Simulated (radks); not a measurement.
# The Coulomb parameter U of the 3d shell of Fe

The task here is to estimate one member of a computed series from the others.

Program: radks (a radial shooting solver on a logarithmic mesh, Libxc functionals) version 1. Level of theory: scalar-relativistic Kohn-Sham, PBEsol, spin-unpolarised, spherical densities, point nucleus. These are calculated values, not measurements, unless marked.

## The atom as given

| Property | Result |
| --- | --- |
| element | iron (Z = 26) |
| charge | 0 |
| electrons | 26 |
| configuration | [Ar] 3d7 4s1 |

Outer shells as boxes (Hund's rule):

Fe
```
[Ar] core
3d [↑↓][↑↓][↑ ][↑ ][↑ ]
4s [↑ ]
```

Set-up of the first run:

Settings of this run:

```text
Z 26
configuration [Ar] 3d7 4s1
relativity scalar-relativistic
functional pbe_sol,pbe_sol
spin unpolarised
nucleus point
c 137.035999084
```

Steps of the session up to this table: Start: [Ar] 3d7 4s1.

One of the session's tables, all rows but one given; the rest of the session is left out.

It belongs to the step «Start: [Ar] 3d7 4s1». From the orbitals of this run (lengths in bohr):

| level | <r> | outermost maximum (interpolated) | 90 % within | nodes |
| --- | --- | --- | --- | --- |
| 1s | 0.05849 | 0.0383 | 0.104 | 0 |
| 2s | 0.2671 | 0.223 | 0.414 | 1 |
| 2p | ? | ? | ? | ? |
| 3s | 0.8150 | 0.702 | 1.22 | 2 |
| 3p | 0.8654 | 0.715 | 1.34 | 1 |
| 4s | 3.185 | 2.53 | 4.92 | 3 |
| 3d | 1.274 | 0.722 | 2.34 | 0 |

Estimate the missing values for 2p.

The run gave: <r>: 0.2356; outermost maximum (interpolated): 0.180; 90 % within: 0.386; nodes: 0. In the column «<r>» it lies between 1s (0.05849) and 2s (0.2671).
